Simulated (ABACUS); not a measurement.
The system is Ta4NiO11.

```xyz
16
Lattice="1.9549 -14.8297 0.0000 1.9549 14.8297 0.0000 0.0000 0.0000 3.8859" Properties=species:S:1:pos:R:3 pbc="T T T"
Ta    1.9549    8.7682    0.0000
Ta    1.9549  -12.5907    0.0000
Ta    1.9549   12.5907    0.0000
Ta    1.9549   -8.7682    0.0000
Ni    1.9549    0.0000    0.0000
O     1.9549   10.6813    0.0000
O     1.9549   -6.5568    0.0000
O     1.9549    1.8849    0.0000
O     1.9549   -1.8849    0.0000
O     0.0000    0.0000    0.0000
O     1.9549  -10.6813    0.0000
O     1.9549    6.5568    0.0000
O     1.9549  -12.6913    1.9429
O     1.9549   12.6913    1.9429
O     1.9549   -8.7306    1.9429
O     1.9549    8.7306    1.9429
```

The cell was built by a generator and needn't be a form met in nature.

Program: ABACUS 3.10.1. Alike in all runs: task single point; potentials or basis PseudoDojo NC SR 0.4.1 PBE standard, DZP LCAO (the cutoffs set its grid); spin collinear, ferromagnetic start; cell as given; k mesh 4 × 4 × 4; cutoff (eV) 1361; smearing fermi-dirac 0.05 eV.

Question: Order these runs on this cell by their pressure, lowest first.
A. level PBE+U; U Ni d U = 8 eV, Ta d U = 8 eV; SCF threshold on the density 1e-06; max SCF steps 120; mixing share 0.2; symmetry key -1; threshold to restart the mixing 0.0005; mesh quality not flagged
B. level PBE; SCF threshold on the density 1e-07; max SCF steps 100; mixing share 0.4; symmetry key 1; mesh quality coarse
C. level PBE+U; U Ni d U = 4 eV, Ta d U = 4 eV; SCF threshold on the density 1e-06; max SCF steps 120; mixing share 0.2; symmetry key -1; threshold to restart the mixing 0.0005; mesh quality not flagged
D. level PBE+U; U Ni d U = 2 eV, Ta d U = 2 eV; SCF threshold on the density 1e-06; max SCF steps 120; mixing share 0.2; symmetry key -1; threshold to restart the mixing 0.0005; mesh quality coarse

Answer: B (0.9 GPa), D (3.1 GPa), C (5.8 GPa), A (11.1 GPa).

Caveats: some runs use coarse meshes; the atomic orbitals were generated for these runs and aren't a published set; the basis of atomic orbitals isn't converged, which shifts pressures, moduli and gaps; a cell with one magnetic atom can't hold antiferromagnetic order, which such compounds often take (some runs).
